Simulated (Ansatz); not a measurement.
# C7H9N: vertical ionisation energy

How much energy removes an electron from C7H9N at fixed geometry? The cation is run at each level and the neutral's energy taken from earlier runs.

Program: Ansatz 0.2.0, Gaussian basis. Level of theory: unrestricted cation, the program's frozen cores in correlated methods. These are calculated values, not measurements.

Plan: UKS PBE-D4/def2-TZVPP; UKS r2SCAN-D4/def2-TZVPP; UKS PBE0-D4/def2-TZVPP; UKS B3LYP-D4/def2-TZVPP; UKS wB97X-V/def2-TZVPP; UKS wB97M-V/def2-TZVPP; UKS B2PLYP/def2-TZVPP; UHF-CCSD(T)/def2-TZVPP; UHF-MP2/def2-QZVPP; extrapolation to the limit; then −ε(HOMO) from the neutral's earlier runs with LDA (SPW92), PBE-D4, revPBE-D4, BLYP-D4, r2SCAN-D4, B97M-V, PBE0-D4, B3LYP-D4, r2SCANh-D4, r2SCAN0-D4, HSE06-D4, BHLYP-D4, CAM-B3LYP-D4, LC-ωPBE, ωB97X-V, ωB97M-V.

**1. Structure used throughout**

An earlier PBE0-D4 in a triple-zeta def2 set relaxation fixed the geometry.

SMILES `Cc1cccnc1C`, 17 atoms, charge 0, spin multiplicity 1.

Atoms are counted from 1 here; the program's logs count them from 0.

Bond lengths: C1–C2 1.495 Å, C1–H9 1.094 Å, C1–H10 1.091 Å, C1–H11 1.094 Å, C2–C3 1.386 Å, C2–C7 1.404 Å, C3–C4 1.385 Å, C3–H12 1.086 Å, C4–C5 1.383 Å, C4–H13 1.083 Å, C5–N6 1.328 Å, C5–H14 1.087 Å, N6–C7 1.330 Å, C7–C8 1.496 Å, C8–H15 1.088 Å, C8–H16 1.094 Å, C8–H17 1.094 Å. Angles: C2–C1–H9 111.5°, C2–C1–H10 111.0°, C2–C1–H11 111.5°, H9–C1–H10 108.0°, H9–C1–H11 106.7°, H10–C1–H11 108.0°, C1–C2–C3 121.4°, C1–C2–C7 121.1°, C3–C2–C7 117.5°, C2–C3–C4 120.0°, C2–C3–H12 119.6°, C4–C3–H12 120.4°, C3–C4–C5 117.9°, C3–C4–H13 121.4°, C5–C4–H13 120.7°, C4–C5–N6 123.3°, C4–C5–H14 120.6°, N6–C5–H14 116.1° and more.

**2. Cation, UKS PBE-D4/def2-TZVPP**

in.yaml reads:

```yaml
crystal:
  periodic: [false, false, false]
  atoms:
    - {symbol: C, position_ang: [1.018380, -1.257959, 1.135011]}
    - {symbol: C, position_ang: [0.516924, -0.310492, 0.092467]}
    - {symbol: C, position_ang: [1.300748, 0.050009, -0.991877]}
    - {symbol: C, position_ang: [0.807436, 0.930334, -1.940719]}
    - {symbol: C, position_ang: [-0.472302, 1.422957, -1.763316]}
    - {symbol: N, position_ang: [-1.243554, 1.093229, -0.733506]}
    - {symbol: C, position_ang: [-0.768214, 0.247722, 0.176781]}
    - {symbol: C, position_ang: [-1.675985, -0.090726, 1.316248]}
    - {symbol: H, position_ang: [1.029773, -0.794409, 2.125861]}
    - {symbol: H, position_ang: [2.032337, -1.589382, 0.907044]}
    - {symbol: H, position_ang: [0.382393, -2.144910, 1.210038]}
    - {symbol: H, position_ang: [2.300459, -0.361434, -1.091181]}
    - {symbol: H, position_ang: [1.400825, 1.227305, -2.796923]}
    - {symbol: H, position_ang: [-0.902915, 2.116349, -2.480681]}
    - {symbol: H, position_ang: [-2.619104, 0.439114, 1.197056]}
    - {symbol: H, position_ang: [-1.875875, -1.165680, 1.361118]}
    - {symbol: H, position_ang: [-1.231356, 0.187973, 2.276557]}
basis:
  gaussian: {orbitals: def2-TZVPP}
total_charge: 1
magnetization: {spin_polarized: true, initial_magnetization: 1}
hamiltonian: {xc: pbe, dispersion: d4}
```

Run with:

```sh
ansatz run in.yaml --threads 2 --pin off --events-out ev --progress --plain --max-ram 31744MiB --backend cuda --devices 0, --max-vram 18GiB
```

Further steps of the session: Cation, UKS r2SCAN-D4/def2-TZVPP; Cation, UKS PBE0-D4/def2-TZVPP; Cation, UKS B3LYP-D4/def2-TZVPP; Cation, UKS wB97X-V/def2-TZVPP; Cation, UKS wB97M-V/def2-TZVPP; Cation, UKS B2PLYP (frozen core)/def2-TZVPP; Cation, UHF-CCSD(T)/def2-TZVPP; Cation, UHF-MP2/def2-QZVPP.

Before running them: what should the planned runs give, taken together? Wanted: ionisation energy, CCSD(T)/CBS; nearest functional by difference; nearest −ε(HOMO); −ε(HOMO) of PBE; T1 of the cation.

The runs gave:

| quantity | value |
| --- | --- |
| ionisation energy, CCSD(T)/CBS | 9.17 eV |
| nearest functional by difference | B2PLYP (-0.22 eV) |
| nearest −ε(HOMO) | ωB97X-V (+0.00 eV) |
| −ε(HOMO) of PBE | 5.63 eV |
| T1 of the cation | 0.021 |

In words: By cation minus neutral, the functionals miss by 0.42 eV at most. −ε(HOMO) of PBE misses by 3.5 eV, since self-interaction lifts the level. Among orbital estimates ωB97X-V comes nearest. Hartree-Fock falls 1.64 eV short, as the neutral has more correlation energy than the cation.
